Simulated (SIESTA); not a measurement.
The system is NbRu3C.

```
Ru Nb C
1.0
     4.06514    0.00000    0.00000
     0.00000    4.06514    0.00000
     0.00000    0.00000    4.06514
Ru Nb C
3 1 1
Cartesian
  2.0326 2.0326 0.0000
  2.0326 0.0000 2.0326
  0.0000 2.0326 2.0326
  0.0000 0.0000 0.0000
  2.0326 2.0326 2.0326
```

The cell comes from a database or a generator and needn't be the stable form of this composition.

Base run:

| Property | Result |
| --- | --- |
| Program | SIESTA 5.4.2 |
| Functional | PBEsol |
| Potentials or basis | PseudoDojo 0.4 standard (PBEsol files) |
| Basis | DZP (energy shift 0.003 Ry; two zetas on semicore shells) |
| Grid cutoff | 800 Ry |
| Energy shift | 0.003 Ry |
| k mesh | 7 × 7 × 7 |
| Occupations | fermi-dirac, width 0.05 eV |
| Spin | no spin polarisation |

Its results: band gap on the k mesh none (metal or under the smearing width); pressure -7.7 GPa.

**Question.** The run is repeated on the same cell with these changes: functional from PBEsol to LDA; potentials or basis from PseudoDojo 0.4 standard (PBEsol files) to PseudoDojo 0.4 standard (LDA files). What comes out?

**Answer.** Band gap on the k mesh none (metal or under the smearing width); pressure -12.4 GPa.

Caveats: the basis of atomic orbitals isn't converged, which shifts pressures, moduli and gaps.
